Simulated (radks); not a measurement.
# Si in [Ne] 3s2 4p2: an all-electron calculation

Aim: the levels, the sizes of the orbitals and the parts of the energy of neutral silicon.

The numbers are computed with radks (a radial shooting solver on a logarithmic mesh, Libxc functionals) version 1 (non-relativistic Kohn-Sham, BLYP, spin-unpolarised, spherical densities, point nucleus), except any that are marked as measured or tabulated.

## (1) The atom as given

```
element       : silicon (Z = 14)
charge        : 0
electrons     : 14
configuration : [Ne] 3s2 4p2
```

Outer shells as boxes (Hund's rule):

Si
```
[Ne] core
3s [↑↓]
4p [↑ ][↑ ][  ]
```

## (2) Self-consistent calculation

Input:

```text
Z 14
configuration [Ne] 3s2 4p2
relativity non-relativistic
functional b88,lyp
spin unpolarised
nucleus point
```

**Question.** What will this run give?

**Answer**, as computed:

| quantity | value |
| --- | --- |
| total energy | -288.85487 hartree |
| exchange-correlation share of it | 7.08 % |
| −T/E | 0.9986 |
| highest occupied level | 4p, -1.770 eV |
| most extended occupied level | 4p, <r> = 6.83 bohr |
| radius at density 0.001 e/bohr³ | 5.54 bohr |
| maxima of the radial density | 3 |

What this shows: The radial density shows 3 maxima for 4 occupied principal shells; where shells overlap, one shows as a shoulder or not at all. −T/E = 0.9986, near the virial value of 1. This is not the tabulated ground configuration, so its levels and sizes aren't those of the ground state, and no measured value stands beside it.
